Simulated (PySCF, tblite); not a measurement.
# C₅H₄BClNO₂ radical: geometry, infrared bands and EPR parameters

Wanted: the infrared bands and EPR parameters of C₅H₄BClNO₂ radical (`OB(O)c1c[c]c(Cl)cn1`), by calculation.

Programs: tblite 0.8.0 and PySCF 2.14.0, with density-fitted response routines of our own. Each step states its level of theory. These are calculated values for one molecule in the gas phase, unless marked as measured. Atoms are numbered from 0 throughout.

## (1) The molecule as given

14 atoms, charge 0, multiplicity 2; geometry from: force field or distance geometry start.

Bonds of the start (Å): O0–B1 1.45, B1–O2 1.45, B1–C3 1.56, C3–C4 1.36, C4–C5 1.39, C5–C6 1.40, C6–Cl7 1.76, C6–C8 1.40, C8–N9 1.35, N9–C3 1.36, O0–H10 1.01, O2–H11 0.99, C4–H12 1.09, C8–H13 1.08.

## (2) Geometry optimisation with GFN2-xTB

Job settings and geometry (Å):

```
{"job": {"kind": "relax", "xc": "GFN2-xTB", "basis": "xTB"}, "charge": 0, "multiplicity": 2}
O     -2.630100    -0.989400     0.054900
B     -1.854300     0.094300     0.622400
O     -2.431400     1.423400     0.604600
C     -0.302000     0.017800     0.460400
C      0.296400     0.761500    -0.514400
C      1.671600     0.698900    -0.678400
C      2.420000    -0.122100     0.173200
Cl     4.165100    -0.218600     0.008000
C      1.777600    -0.871400     1.165000
N      0.431000    -0.777000     1.281300
H     -3.062400    -1.574400     0.760100
H     -2.509900     1.676100    -0.353700
H     -0.297400     1.397900    -1.163200
H      2.325100    -1.517300     1.837400
```

On the command line:

```sh
$ OMP_NUM_THREADS=1 python probes_run.py task.json out
```

The driver reads the jobs from task.json and runs them one after another.

**Question.** This job is followed by: GFN2-xTB harmonic vibrations, gas phase; UKS B3LYP, pcH-1 on B C Cl H N O, non-relativistic, mean-field spin-orbit, GIAO. What will the session give for the following? strongest single infrared mode (GFN2-xTB); zero-point energy (GFN2-xTB); g(iso) (B3LYP); ⟨S²⟩; largest a(iso) (averaged by class); surface potential, 1st and 99th percentile.

The runs gave:

| quantity | value |
| --- | --- |
| strongest single infrared mode (GFN2-xTB) | 1323 cm⁻¹, 405 km/mol |
| zero-point energy (GFN2-xTB) | 54.1 kcal/mol |
| g(iso) (B3LYP) | 2.00171 |
| ⟨S²⟩ | 0.757 (exact 0.75) |
| largest a(iso) (averaged by class) | 13C on C5, 417.4 MHz |
| surface potential, 1st and 99th percentile | -1.00 V and 2.23 V |

The optimisation took 100 steps and gained 1.857 eV; among the close pairs (by a distance rule), B1–O2 changed most, from 1.449 to 1.344 Å. All 36 modes are real, so the xTB geometry is a minimum. The strongest single mode, at 1323 cm⁻¹, moves mainly B1. Unscaled tight-binding wavenumbers are off by several per cent, some by more. Its intensities can rank the bands wrongly. Most of the unpaired spin sits on C5 (0.97 e). The isotropic g lies 0.6 ppt below the free-electron value.
